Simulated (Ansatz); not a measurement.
**YIr2Si2 (I4/mmm): equation of state**

Aim: the bulk modulus of YIr2Si2 (I4/mmm) from energies at several volumes around the relaxed one, with shape and atoms relaxed at each.

The COD entry's cell or inner coordinates are ideal or old and differ from later refinements, so a difference from it is no clean test against experiment.

Program: Ansatz 0.2.0. Level of theory: DFT LDA, scalar-relativistic, plane waves, PAW. These are calculated values, not measurements.

### Step 1. The system as given

The structure is tetragonal, space group I4/mmm (No. 139). The conventional cell has a = 4.015 Å, b = 4.015 Å, c = 9.835 Å, α = 90.00°, β = 90.00°, γ = 90.00°. Y (site symmetry 4/mmm) has 8 Si at 3.08 Å and 8 Ir at 3.17 Å as nearest neighbours. Si (site symmetry 4mm) is surrounded by 4 Ir at 2.37 Å and 1 Si at 2.38 Å and 4 Y at 3.08 Å. Ir (site symmetry -4m2) has 4 Si at 2.37 Å as nearest neighbours.

Structure file:

```
Y Si Ir
1.0
    -2.00730    2.00730    4.91768
     2.00730   -2.00730    4.91768
     2.00730    2.00730   -4.91768
Y Si Ir
1 2 2
Direct
  0.00000 0.00000 0.00000
  0.37882 0.37882 0.00000
  0.62118 0.62118 0.00000
  0.75000 0.25000 0.50000
  0.25000 0.75000 0.50000
```

An earlier run at LDA left this cell at 15.852 Å³/atom and -0.01 GPa (14×14×14 mesh).

Volume factors to run: 0.980, 1.020, 0.960, 1.040.

### Step 2. At 0.980 of the relaxed volume

The input, input.yaml:

```yaml
crystal:
  lattice:
    - [-1.9938247821, 1.9938247821, 4.8846722203]
    - [1.9938247821, -1.9938247821, 4.8846722203]
    - [1.9938247821, 1.9938247821, -4.8846722203]
  atoms:
    - { symbol: "Y", position: [0.0, 0.0, 0.0] }
    - { symbol: Si, position: [0.3788168885, 0.3788168885, 0.0] }
    - { symbol: Si, position: [0.6211831115, 0.6211831115, 0.0] }
    - { symbol: Ir, position: [0.75, 0.25, 0.5] }
    - { symbol: Ir, position: [0.25, 0.75, 0.5] }
basis:
  ecutwfc: 420
  ecutrho_ratio: 4
kpoints:
  mp_grid: { grid: [14, 14, 14] }
hamiltonian:
  xc: lda
scf:
  occupations: { method: gaussian, width: 0.05 }
output:
  forces: true
  stress: true
  eigenvalues: true
relax:
  f_tol: 0.01
  max_steps: 40
  cell: { stress_tol: 0.1, fix: [volume] }
```

Started as:

```
$ ansatz run input.yaml --threads 2 --pin off --max-ram 5120MiB --backend cpu --events-out ev --progress --plain --runs-dir out
```

After this run come: At 1.020 of the relaxed volume; Scaling the volume by 0.960; At 1.040 of the relaxed volume.

Q: Predict the outcome of this session. Wanted: V0; B0; B0′; scatter of the fit.

As calculated:

| quantity | value |
| --- | --- |
| V0 | 15.850 Å³/atom |
| B0 | 198 GPa |
| B0′ | 4.8 |
| scatter of the fit | 0.002 meV/atom |

**Reading.** The fitted minimum lies at 15.85 Å³/atom, and the bulk modulus is 198 GPa. One per cent of compression takes about 2.0 GPa. These are values at 0 K without zero-point motion. Spin–orbit coupling is left out, though the cell holds Ir; in elements this heavy it can shift levels and gaps by tenths of an eV.
